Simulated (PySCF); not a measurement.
# C3H5GeNO: the cost of one run

The runs use PySCF 2.14.0, with density-fitted response routines of our own; the level of theory stands in each step. All values are computed, except where a source is named. Atoms are numbered from 0 throughout.

## 1. Starting geometry

11 atoms, charge 0, multiplicity 1; geometry from: GFN2-xTB. The atoms were then displaced at random by about 0.01 Å, so the start is not that level's minimum.

Bonds of the start (Å): N0–Ge1 1.77, Ge1–C2 1.91, C2–C3 1.26, C3–C4 1.39, C4–O5 1.21, N0–H6 1.03, N0–H7 1.02, Ge1–H8 1.48, Ge1–H9 1.50, C4–H10 1.11.

## 2. Relaxing the molecule at PBE0-D3(BJ)/def2-SVP

What the job is given:

```
{"job": {"xc": "PBE0", "basis": "def2-SVP", "d3": "d3bj", "grid": 1, "shake": 0.01, "kind": "geom"}, "charge": 0, "multiplicity": 1}
N     -2.523180     0.241090    -0.054990
Ge    -1.309370    -0.815720     0.673900
C      0.486500    -0.263010     0.333100
C      1.654370     0.144640     0.087980
C      2.944430     0.588590    -0.196180
O      3.232330     1.574940    -0.829940
H     -2.597840     1.208060     0.298050
H     -2.570750     0.309360    -1.073340
H     -1.477600    -2.161270     0.093480
H     -1.512590    -0.787790     2.164590
H      3.711820    -0.064730     0.272620
```

The run is started by

```console
OMP_NUM_THREADS=1 python probes_run.py task.json out
```

This one command runs all jobs of the session in turn.

Q: Estimate the wall time and peak memory of this first job on 1 thread of Arm Neoverse V1, shared host.

About 69 s, with a peak of 0.52 GiB.
